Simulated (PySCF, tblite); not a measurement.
# C₇H₁₁S radical: geometry, infrared bands and EPR parameters

Aim: predict the infrared bands and EPR parameters of C₇H₁₁S radical (`[CH2]SC[C@@H]1C[C@@H]2C[C@H]12`).

The runs use tblite 0.8.0 and PySCF 2.14.0, with density-fitted response routines of our own; the level of theory stands in each step. All values are computed, except where a source is named. Atoms count from 0, in the outputs and in this text.

**1. The molecule as given**

19 atoms, charge 0, multiplicity 2; geometry from: force field or distance geometry start.

Bonds of the start (Å): C0–S1 1.82, S1–C2 1.79, C2–C3 1.51, C3–C4 1.51, C4–C5 1.49, C5–C6 1.52, C6–C7 1.51, C7–C3 1.51, C7–C5 1.51, C0–H8 1.10, C0–H9 1.11, C2–H10 1.12, C2–H11 1.13, C3–H12 1.12, C4–H13 1.12, C4–H14 1.12, C5–H15 1.10, C6–H16 1.10, C6–H17 1.10, C7–H18 1.10.

**2. Relaxing the molecule with GFN2-xTB**

What the job is given:

```
{"job": {"kind": "relax", "xc": "GFN2-xTB", "basis": "xTB"}, "charge": 0, "multiplicity": 2}
C      3.744200     0.471400    -0.603900
S      2.217000     0.065400    -1.508500
C      0.736100     0.681200    -0.704800
C      0.121200    -0.283600     0.275400
C     -0.686300    -1.411600    -0.319600
C     -1.915700    -0.816000     0.287400
C     -2.253700     0.617700    -0.104100
C     -1.126500     0.335900     0.856800
H      3.973600    -0.354500     0.089400
H      3.687000     1.459400    -0.097400
H      0.932500     1.644000    -0.177400
H     -0.033200     0.913000    -1.494700
H      0.795500    -0.615100     1.104600
H     -0.434600    -2.428400     0.064600
H     -0.747600    -1.335400    -1.431800
H     -2.614500    -1.402500     0.901600
H     -2.052800     0.805300    -1.169800
H     -3.163600     1.047000     0.337000
H     -1.188400     0.616200     1.917700
```

Run with:

```
$ OMP_NUM_THREADS=1 python probes_run.py task.json out
```

The driver reads the jobs from task.json and runs them one after another.

**Question.** This job is followed by: GFN2-xTB harmonic vibrations, gas phase; UKS B3LYP, pcH-1 on C H S, non-relativistic, mean-field spin-orbit, GIAO. What will the session give for the following? strongest single infrared mode (GFN2-xTB); zero-point energy (GFN2-xTB); g(iso) (B3LYP); ⟨S²⟩; largest a(iso) (averaged by class); potential on the surface of density 0.002 e/bohr³, 1st and 99th percentile.

The runs gave:

| quantity | value |
| --- | --- |
| strongest single infrared mode (GFN2-xTB) | 3104 cm⁻¹, 63 km/mol |
| zero-point energy (GFN2-xTB) | 98.8 kcal/mol |
| g(iso) (B3LYP) | 2.00541 |
| ⟨S²⟩ | 0.754 (exact 0.75) |
| largest a(iso) (averaged by class) | 13C on C0, 126.5 MHz |
| potential on the surface of density 0.002 e/bohr³, 1st and 99th percentile | -0.79 V and 0.89 V |

**Reading.** Over 98 steps the energy fell by 1.169 eV; of the close pairs, C0–S1 changed most, 1.821 to 1.700 Å. All 51 modes are real, so the xTB geometry is a minimum. GFN2-xTB is a fitted tight-binding method: band positions and strengths are rough. Its intensities can rank the bands wrongly. C0 carries the largest spin population, 0.83 e. The isotropic g lies 3.1 ppt above the free-electron value. These values are for one conformer; the search (at its own cheap level) found 1 more, at 1.38 kcal/mol, and measured spectra average over such forms.
